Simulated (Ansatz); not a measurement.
This script drives Ansatz 0.2.0 through its Python package.

Script `eos_pdpt.py`:
```python
"""Energy against volume for PdPt, with a fit."""

from dataclasses import dataclass
import warnings

import ansatz as az
import numpy as np
from scipy.optimize import curve_fit


@dataclass(frozen=True)
class Options:
    xc: str = "PBEsol"
    filling: str = "Fermi-Dirac"
    ecut: int = 500
    kmesh: tuple[int, ...] = (12, 12, 12)


opts = Options()

VECTORS = np.array([
    [1.383401, 0.798707, 4.560367],
    [-1.383401, 0.798707, 4.560367],
    [0.0, -1.597414, 4.560367],
])
SITES = [
    ("Pd", (0.0, 0.0, 0.0)),
    ("Pt", (0.5, 0.5, 0.5)),
]


def make_crystal(cell):
    crystal = az.Crystal(lattice=az.Lattice.of(cell))
    for symbol, position in SITES:
        crystal = crystal.atom(symbol, position)
    return crystal

def vinet(v, e0, v0, b0, b1):
    eta = (v / v0) ** (1 / 3)
    return e0 + 2 * b0 * v0 / (b1 - 1) ** 2 * (2 - (5 + 3 * b1 * (eta - 1) - 3 * eta) * np.exp(-1.5 * (b1 - 1) * (eta - 1)))


def main() -> None:
    warnings.simplefilter("ignore", az.DeckWarning)

    # scale the volume, keep shape and fractions
    volumes, energies, pressures = [], [], []
    for scale in np.linspace(0.92, 1.08, 7):
        cell = VECTORS * scale ** (1 / 3)
        calc = (
            make_crystal(cell).calculation()
            .functional(opts.xc)
            .pseudopotentials("paw")
            .occupations(opts.filling, width=100 * az.meV)
            .basis(opts.ecut)
            .kpoints(*opts.kmesh)
            .stress()
        )
        r = calc.run(threads=1).report
        volumes.append(abs(np.linalg.det(cell)) / len(SITES))
        energies.append(r["free_energy_ev"] / len(SITES))
        pressures.append(np.trace(r["stress_gpa"]) / 3)
        print(f"V = {volumes[-1]:8.4f} A^3/atom  F = {energies[-1]:.5f} eV/atom  P = {pressures[-1]:8.3f} GPa")

    guess = (min(energies), volumes[int(np.argmin(energies))], 0.5, 4.5)
    (e0, v0, b0, b1), _ = curve_fit(vinet, np.array(volumes), np.array(energies), p0=guess, maxfev=20000)
    print(f"Vinet fit: V0 = {v0:.4f} A^3/atom, B0 = {160.21766 * b0:.1f} GPa, B1 = {b1:.2f}")
    print("largest residual", round(1000 * float(np.abs(vinet(np.array(volumes), e0, v0, b0, b1) - energies).max()), 3), "meV/atom")


if __name__ == "__main__":
    main()
```

It is started by `python eos_pdpt.py`. How long does it take on 1 thread of Arm Neoverse V2, on a shared host, and how much memory does it need?

It took about 42 s, with a peak of 0.57 GiB, for 7 runs of the engine.

Running `python eos_pdpt.py` prints:
```text
V =  13.9074 A^3/atom  F = -9645.26578 eV/atom  P =   17.303 GPa
V =  14.3105 A^3/atom  F = -9645.29777 eV/atom  P =    8.387 GPa
V =  14.7136 A^3/atom  F = -9645.30917 eV/atom  P =    0.895 GPa
V =  15.1167 A^3/atom  F = -9645.30328 eV/atom  P =   -5.397 GPa
V =  15.5198 A^3/atom  F = -9645.28287 eV/atom  P =  -10.670 GPa
V =  15.9229 A^3/atom  F = -9645.25032 eV/atom  P =  -15.075 GPa
V =  16.3260 A^3/atom  F = -9645.20763 eV/atom  P =  -18.741 GPa
Vinet fit: V0 = 14.7669 A^3/atom, B0 = 245.6 GPa, B1 = 5.39
largest residual 0.005 meV/atom
```

A third-order Birch-Murnaghan fit through the 7 points (the script's own form differs a little) has its minimum at 14.77 Å³ an atom, 2.3 % below the typed cell, with a bulk modulus of 245 GPa and dB/dP = 5.4. From that minimum the energy rises by 43.5 meV an atom on the compressed side and 101.7 meV on the expanded side.

What to keep in mind:
- Absolute energies stand on the zero of these potentials, so only differences at equal settings mean something.
- Shape and fractional positions are held along the curve, so the bulk modulus is an upper value where they are free to relax.
- The mesh is modest for a metal, so energies can be off by several to tens of meV an atom and pressures by half a GPa or more; differences at equal mesh fare better.
- Pressure is positive in compression.
- Spin-orbit coupling, which matters for elements this heavy, is left out.
- At these settings the cell as given stands under about -5 GPa, so it isn't at this functional's equilibrium volume.
- This cell is a computed structure, which may not be the phase found in nature.
